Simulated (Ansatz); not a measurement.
# MgCd3Se2: the cost of one run

Program: Ansatz 0.2.0. Level of theory: DFT PBE, scalar-relativistic, plane waves, PAW. These are calculated values, not measurements.

**1. Starting point**

Symmetry: P-3m1, No. 164, trigonal system. The conventional cell has a = 4.864 Å, b = 4.864 Å, c = 7.714 Å, α = 90.00°, β = 90.00°, γ = 120.00°. Mg (site symmetry -3m) has 6 Se at 3.40 Å and 8 Cd at 3.86 to 3.89 Å in its first shell of neighbours. Cd (site symmetry 3m) has 4 Se at 2.91 to 3.10 Å and 3 Cd at 3.04 Å in its first shell of neighbours. Cd (site symmetry -3m) is surrounded by 6 Cd at 3.04 Å and 6 Se at 3.41 Å. Around Se (site symmetry 3m) lie 7 Cd at 2.91 to 3.41 Å and 3 Mg at 3.40 Å.

Structure file:

```
CELL_PARAMETERS angstrom
4.86369 0.00000 0.00000
-2.43185 4.21208 0.00000
0.00000 0.00000 7.71431
ATOMIC_POSITIONS crystal
Mg 0.00000 0.00000 0.00000
Cd 0.33333 0.66667 0.65101
Cd 0.66667 0.33333 0.34899
Cd 0.00000 0.00000 0.50000
Se 0.33333 0.66667 0.24925
Se 0.66667 0.33333 0.75075
```

Recipe of the guess: species swapped into a database cell of Li3YSb2 (P-3m1, No. 164), with Cd on the Li sites, Mg on the Y sites and Se on the Sb sites. Lengths come from tabulated atomic sizes and are only a guess.

**2. A first look at the guess**

The input, input.yaml:

```yaml
crystal:
  lattice:
    - [4.86369489, 0.0, 0.0]
    - [-2.43184745, 4.21208333, 0.0]
    - [0.0, 0.0, 7.71430807]
  atoms:
    - { symbol: Mg, position: [0.0, 0.0, 0.0] }
    - { symbol: Cd, position: [0.33333333, 0.66666667, 0.65101129] }
    - { symbol: Cd, position: [0.66666667, 0.33333333, 0.34898871] }
    - { symbol: Cd, position: [0.0, 0.0, 0.5] }
    - { symbol: Se, position: [0.33333333, 0.66666667, 0.24925274] }
    - { symbol: Se, position: [0.66666667, 0.33333333, 0.75074726] }
basis:
  ecutwfc: 420
kpoints:
  mp_grid: { grid: [6, 6, 2] }
hamiltonian:
  xc: pbe
scf:
  occupations: { method: gaussian, width: 0.1 }
  lower_state_search: "off"
output:
  forces: true
  stress: true
  eigenvalues: true
```

On the command line:

```bash
ansatz run input.yaml --threads 1 --pin off --max-ram 2560MiB --backend cpu --events-out ev --progress --plain --runs-dir out
```

**Question.** How long does this run take on 1 thread of Intel Xeon at 2.50GHz (Skylake/Cascade Lake), shared host, and how much memory does it need?

About 15 s, with a peak of 0.48 GiB.
